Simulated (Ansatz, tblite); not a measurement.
**SiH(NHMe)3 (C3H13N3Si): a ladder of methods and basis sets**

The task here is to estimate one member of a computed series from the others.

The runs use Ansatz 0.2.0, Gaussian basis; as each input shows.

Plan: GFN1-xTB, GFN2-xTB, PBE-D4/def2-TZVP, r2SCAN-D4/def2-TZVP, revPBE-D4/def2-TZVP, ωB97M-V/def2-TZVP, HSE06-D4/def2-TZVP, PBE-D4/def2-SVP, PBE0-D4/def2-SVP, HF/STO-3G, HF/6-31G, B3LYP-D4/6-31G, PBE0-D4/def2-TZVPD, PBE-D4/def2-TZVPD, revPBE-D4/def2-TZVPD, CCSD(T)/def2-SVP, MP2/def2-TZVP, RPA/def2-TZVP.

2 further runs of the same task are left out: 2 set aside as unsound or not needed.

### The geometry

The geometry is that of the singlet, from an earlier relaxation (r2SCAN-D4/def2-SVP).

20 atoms, charge 0, spin multiplicity 1.

Bond lengths: Si1–H2 1.500 Å, Si1–N3 1.727 Å, Si1–N9 1.735 Å, Si1–N15 1.734 Å, N3–C4 1.447 Å, N3–H5 1.016 Å, C4–H6 1.106 Å, C4–H7 1.101 Å, C4–H8 1.108 Å, N9–C10 1.447 Å, N9–H11 1.017 Å, C10–H12 1.109 Å, C10–H13 1.102 Å, C10–H14 1.106 Å, N15–C16 1.447 Å, N15–H17 1.017 Å, C16–H18 1.106 Å, C16–H19 1.102 Å and more. Angles: H2–Si1–N3 121.6°, H2–Si1–N9 102.9°, H2–Si1–N15 103.4°, N3–Si1–N9 104.6°, N3–Si1–N15 102.9°, N9–Si1–N15 123.2°, Si1–N3–C4 127.1°, Si1–N3–H5 115.9°, C4–N3–H5 114.0°, N3–C4–H6 112.1°, N3–C4–H7 109.0°, N3–C4–H8 113.5°, H6–C4–H7 107.4°, H6–C4–H8 107.3°, H7–C4–H8 107.2°, Si1–N9–C10 126.3°, Si1–N9–H11 117.6°, C10–N9–H11 113.7° and more.

PBE0-D4/def2-TZVP was run before; its log isn't repeated, and its numbers join the tables.

The first run:

Tight binding, by tblite at 300 K electronic temperature and without a spin-polarisation term:

```python
tblite.interface.Calculator('GFN1-xTB', numbers, positions, charge=0, uhf=0).singlepoint()
```

Tight binding, by tblite at 300 K electronic temperature and without a spin-polarisation term:

```python
tblite.interface.Calculator('GFN2-xTB', numbers, positions, charge=0, uhf=0).singlepoint()
```

start.molden holds the orbitals of an earlier run on this state, given as this run's starting guess.

in.yaml

```yaml
crystal:
  periodic: [false, false, false]
  atoms:
    - {symbol: Si, position_ang: [0.195623, -0.228288, 0.211744]}
    - {symbol: H, position_ang: [-0.094093, -0.392072, 1.674268]}
    - {symbol: N, position_ang: [1.808306, -0.035232, -0.375404]}
    - {symbol: C, position_ang: [2.623119, 1.159232, -0.310689]}
    - {symbol: H, position_ang: [2.340045, -0.891789, -0.502550]}
    - {symbol: H, position_ang: [3.169039, 1.341538, -1.255395]}
    - {symbol: H, position_ang: [1.971438, 2.028591, -0.134306]}
    - {symbol: H, position_ang: [3.372568, 1.139692, 0.505394]}
    - {symbol: N, position_ang: [-0.590403, 1.269356, -0.172613]}
    - {symbol: C, position_ang: [-1.730687, 1.838139, 0.513291]}
    - {symbol: H, position_ang: [-0.433466, 1.659944, -1.098533]}
    - {symbol: H, position_ang: [-2.698649, 1.652257, 0.005711]}
    - {symbol: H, position_ang: [-1.808319, 1.401481, 1.522050]}
    - {symbol: H, position_ang: [-1.632581, 2.931494, 0.645190]}
    - {symbol: N, position_ang: [-0.282258, -1.751464, -0.465542]}
    - {symbol: C, position_ang: [-1.321252, -2.617907, 0.047933]}
    - {symbol: H, position_ang: [-0.060544, -1.918051, -1.444134]}
    - {symbol: H, position_ang: [-1.043692, -3.685603, -0.025990]}
    - {symbol: H, position_ang: [-1.483263, -2.404976, 1.117041]}
    - {symbol: H, position_ang: [-2.300922, -2.496342, -0.457466]}
basis:
  gaussian: {orbitals: def2-TZVP, initial_orbitals: start.molden}
hamiltonian: {xc: pbe, dispersion: d4}
scf: {omitted_lower_state_checks: [starts]}
output: {orbitals: {seedname: orbitals}}
```

Command:

```sh
> ansatz run in.yaml --threads 4 --pin off --events-out ev --progress --plain --max-ram 4787MiB
```

Steps of the session up to this table: PBE-D4/def2-TZVP; r2SCAN-D4/def2-TZVP; revPBE-D4/def2-TZVP; ωB97M-V/def2-TZVP; HSE06-D4/def2-TZVP; PBE-D4/def2-SVP; PBE0-D4/def2-SVP; HF/STO-3G; HF/6-31G; B3LYP-D4/6-31G; PBE0-D4/def2-TZVPD; PBE-D4/def2-TZVPD; revPBE-D4/def2-TZVPD; CCSD(T)/def2-SVP; MP2/def2-TZVP; RPA/def2-TZVP.

One of the session's tables, all rows but one given; the rest of the session is left out.

| level | HOMO (eV) | LUMO (eV) | gap (eV) |
| --- | --- | --- | --- |
| HF/STO-3G | -7.26 | 12.82 | 20.08 |
| HF/6-31G | -9.43 | 5.46 | 14.89 |
| PBE-D4/def2-SVP | -4.61 | 0.95 | 5.56 |
| PBE-D4/def2-TZVP | -4.83 | 0.32 | 5.15 |
| PBE-D4/def2-TZVPD | -4.90 | -0.34 | 4.55 |
| revPBE-D4/def2-TZVP | -4.78 | 0.40 | 5.18 |
| revPBE-D4/def2-TZVPD | -4.84 | -0.35 | 4.49 |
| r2SCAN-D4/def2-TZVP | -5.09 | 1.00 | 6.08 |
| B3LYP-D4/6-31G | -5.63 | 2.01 | 7.64 |
| PBE0-D4/def2-SVP | -6.02 | 1.84 | 7.86 |
| PBE0-D4/def2-TZVP | -6.18 | 1.14 | 7.32 |
| PBE0-D4/def2-TZVPD | ? | ? | ? |
| HSE06-D4/def2-TZVP | -5.78 | 0.77 | 6.55 |
| ωB97M-V/def2-TZVP | -8.52 | 2.51 | 11.03 |

Q: Estimate the row for PBE0-D4/def2-TZVPD from the others.

The run gave: HOMO (eV): -6.23; LUMO (eV): 0.28; gap (eV): 6.50. In the column «HOMO (eV)» it lies between HF/STO-3G (-7.26) and PBE0-D4/def2-TZVP (-6.18).
